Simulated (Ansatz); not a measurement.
# GeN2H5 radical: basis-set convergence

An exercise on one series of results from a longer session: the logs are not shown, and one member is left open.

Method: one geometry, several basis sets; program: Ansatz 0.2.0, Gaussian basis.

Levels to be run: PBE0-D4/def2-SVP; ωB97M-V/def2-SVP; PBE0-D4/def2-QZVPP; ωB97M-V/def2-QZVPP; the functionals' def2-TZVPP values are taken from earlier runs.

### The relaxed structure

An earlier PBE0-D4 in a triple-zeta def2 set relaxation fixed the geometry.

SMILES `[NH][GeH2][NH2]`, 8 atoms, charge 0, spin multiplicity 2.

Atoms are counted from 1 here; the program's logs count them from 0.

Bond lengths: N1–Ge2 1.861 Å, N1–H4 1.025 Å, Ge2–N3 1.829 Å, Ge2–H5 1.552 Å, Ge2–H6 1.541 Å, N3–H7 1.011 Å, N3–H8 1.010 Å. Angles: Ge2–N1–H4 109.3°, N1–Ge2–N3 104.2°, N1–Ge2–H5 105.7°, N1–Ge2–H6 114.1°, N3–Ge2–H5 115.8°, N3–Ge2–H6 107.4°, H5–Ge2–H6 109.8°, Ge2–N3–H7 113.8°, Ge2–N3–H8 115.2°, H7–N3–H8 109.1°.

Set-up of the first run:

Input file in.yaml:

```yaml
crystal:
  periodic: [false, false, false]
  atoms:
    - {symbol: N, position_ang: [-1.696184, -0.133049, -0.510187]}
    - {symbol: Ge, position_ang: [0.044828, 0.440044, -0.185436]}
    - {symbol: N, position_ang: [0.758340, -0.869047, 0.874143]}
    - {symbol: H, position_ang: [-2.241680, 0.643608, -0.898104]}
    - {symbol: H, position_ang: [0.698705, 0.607465, -1.583054]}
    - {symbol: H, position_ang: [0.135601, 1.765653, 0.595019]}
    - {symbol: H, position_ang: [0.680201, -1.798307, 0.484186]}
    - {symbol: H, position_ang: [1.712289, -0.713468, 1.167633]}
basis:
  gaussian: {orbitals: def2-SVP}
magnetization: {spin_polarized: true, initial_magnetization: 1}
hamiltonian: {xc: pbe0, dispersion: d4}
output: {orbitals: {seedname: orbitals}}
```

Steps of the session up to this table: PBE0-D4 in def2-SVP; ωB97M-V in def2-SVP; PBE0-D4 in def2-QZVPP; ωB97M-V in def2-QZVPP.

One of the session's tables, all rows but one given; the rest of the session is left out.

It belongs to the step «Density functionals: the series». 

```
functional       basis  HOMO (eV)  LUMO (eV)
   PBE0-D4    def2-SVP      -7.10      -2.61
   PBE0-D4  def2-TZVPP      -7.36      -2.90
   PBE0-D4  def2-QZVPP      -7.41      -2.97
   ωB97M-V    def2-SVP          ?          ?
   ωB97M-V  def2-TZVPP      -9.70      -0.84
   ωB97M-V  def2-QZVPP      -9.75      -0.95
```

Q: Estimate the row for ωB97M-V, def2-SVP from the others.

The run gave: HOMO (eV): -9.42; LUMO (eV): -0.45. In the column «HOMO (eV)» it lies between ωB97M-V, def2-TZVPP (-9.70) and PBE0-D4, def2-QZVPP (-7.41).
